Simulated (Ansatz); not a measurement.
# BGeNH (quartet): wave-function methods side by side at a displaced geometry (v1), cc-pVDZ

One table from this session's results is given with a row withheld; the runs are named, their logs left out.

The runs use Ansatz 0.2.0, Gaussian basis; cc-pVDZ, core rule «outside noble gas», up to 16 orbitals frozen.

Plan: UHF; CCSD(T) on ROHF; CCSD(T) on UHF; BCCD(T) on ROHF; CISD as a restricted active space (open shells left free, so some higher excitations enter); CCSDT(Q) on ROHF; CCSDT(Q) on UHF.

21 further runs of the same task are left out: 8 that didn't finish, 13 set aside as unsound or not needed. Runs told in other sessions of the task aren't counted.

## The geometry

The geometry is a PBE0/def2-TZVP stationary point (not a proven minimum) with its atoms shifted at random (size 0.040 Å). No spin-orbit coupling is included. The filled d shell of Ge may be among the frozen orbitals whatever the setting's name suggests.

4 atoms, charge 0, spin multiplicity 4.

Atoms are counted from 1 here; the program's logs count them from 0.

Bond lengths: B1–N2 1.374 Å, B1–H4 1.171 Å, N2–Ge3 1.938 Å. Angles: N2–B1–H4 122.1°, B1–N2–Ge3 177.7°.

Set-up of the first run:

File in.yaml:

```yaml
crystal:
  periodic: [false, false, false]
  atoms:
    - {symbol: B, position_ang: [0.002318, -0.305662, 1.003226]}
    - {symbol: N, position_ang: [0.001527, -0.246483, -0.369479]}
    - {symbol: Ge, position_ang: [0.049466, -0.104905, -2.301900]}
    - {symbol: H, position_ang: [-0.053311, 0.657050, 1.668154]}
basis:
  gaussian: {orbitals: cc-pVDZ}
magnetization: {spin_polarized: true, initial_magnetization: 3}
hamiltonian: {xc: hf}
output: {orbitals: {seedname: orbitals}}
```

Started as:

```
$ ansatz run in.yaml --threads 1 --pin off --events-out ev --progress --plain --max-ram 2393MiB
```

Among the steps run: UHF; CCSD(T) on ROHF; CCSD(T) on UHF; BCCD(T) on ROHF; CISD as a restricted active space (open shells left free, so some higher excitations enter); CCSDT(Q) on ROHF; CCSDT(Q) on UHF.

One table of the session follows, with a row left open; its other results are not shown here.

```
   method  from RCCSDT(Q) (meV)
     ROHF               +8366.6
      UHF               +8147.6
     RMP2               +1501.9
     UMP2               +1531.1
    RCCSD                +432.9
    UCCSD                +426.8
 RCCSD(T)                +129.1
 UCCSD(T)                +128.2
  BCCD(T)                     ?
   RCCSDT                 +40.2
   UCCSDT                 +37.0
RCCSDT(Q)                     0
UCCSDT(Q)                  -8.7
```

Estimate the missing values for BCCD(T).

**Answer.** from RCCSDT(Q) (meV): +120.2. In the column «from RCCSDT(Q) (meV)» it lies between RCCSDT (+40.2) and UCCSD(T) (+128.2).

Not comparable, so not listed: CISD as a restricted active space (open shells left free, so some higher excitations enter) (they don't share determinant, frozen orbitals or solution with the rows shown, or repeat one).

Caveats from the session: Warnings: coupled cluster took another determinant than the lowest; large T1 diagnostic. Restricted and unrestricted rows rest on different reference determinants; a gap between their highest levels can come from leftover correlation error, from unlike frozen cores or from another state.
